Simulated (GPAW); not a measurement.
A run of GPAW 26.7.0 is set up as follows.

run.py

```python
from ase import Atoms
from ase.dft.bandgap import bandgap
from ase.io import write
from ase.units import GPa
from gpaw import GPAW, PW, setup_paths

setup_paths.insert(0, '.')

atoms = Atoms(['Ti', 'Ti', 'Ti', 'S', 'S'],
              cell=[[2.7131139241, 1.5664170544, 3.2376184047],
                    [-2.7131139241, 1.5664170544, 3.2376184047],
                    [0.0, -3.1328341088, 3.2376184047]],
              scaled_positions=[[0.0, 0.335655, 0.664345],
                                [0.664345, 0.0, 0.335655],
                                [0.335655, 0.664345, 0.0],
                                [0.167839, 0.167839, 0.167839],
                                [0.832161, 0.832161, 0.832161]],
              pbc=True)

calc = GPAW(mode=PW(600),
            xc='PBEsol',
            kpts={'size': (6, 6, 6), 'gamma': True},
            occupations={'name': 'fermi-dirac', 'width': 0.05},
            setups={'Ti': ':d,4.0'},
            nbands=44,
            convergence={'density': 1e-05, 'energy': 1e-05},
            maxiter=150,
            txt='gpaw.txt')
atoms.calc = calc
energy = atoms.get_potential_energy()
forces = atoms.get_forces()
stress = atoms.get_stress()
calc.write('gs.gpw')
write('result.traj', atoms)
print(f'Energy: {energy:.6f} eV')
print('Forces (eV/A):')
print(forces.round(4))
print('Stress (GPa):', (stress / GPa).round(3))
print('Fermi level:', round(calc.get_fermi_level(), 4), 'eV')
print(f'Gap: {bandgap(calc)[0]:.4f} eV, direct: {bandgap(calc, direct=True)[0]:.4f} eV')

path = atoms.cell.bandpath('GLB1,BZGX,QFP1Z,LP', npoints=100, eps=1e-4)
bs_calc = calc.fixed_density(kpts=path, symmetry='off', nbands=64,
                             convergence={'bands': 'CBM+6.0', 'eigenstates': 1e-6}, txt='bands.txt')
bs = bs_calc.band_structure()
bs.write('bs.json')
print(f'Gap on the path: {bandgap(bs_calc)[0]:.4f} eV')
```

Potentials or basis: PAW data sets generated in the run's folder for this functional, pw.

Run with:

```console
$ gpaw-setup -f PBEsol S Ti
$ OMP_NUM_THREADS=1 python run.py
```

Task: Predict the pressure.

Result: -0.6 GPa.

Task: Estimate the largest force.

Result: 0.052 eV/Å.

Task: Estimate the band gap along the path.

Result: None (metal or under the smearing width).

Stress tensor (GPa, compression positive):
```
-0.69  0.00  0.00
 0.00 -0.69  0.00
 0.00  0.00 -0.27
```

Caveat: U without spin polarisation on a metal has little footing.
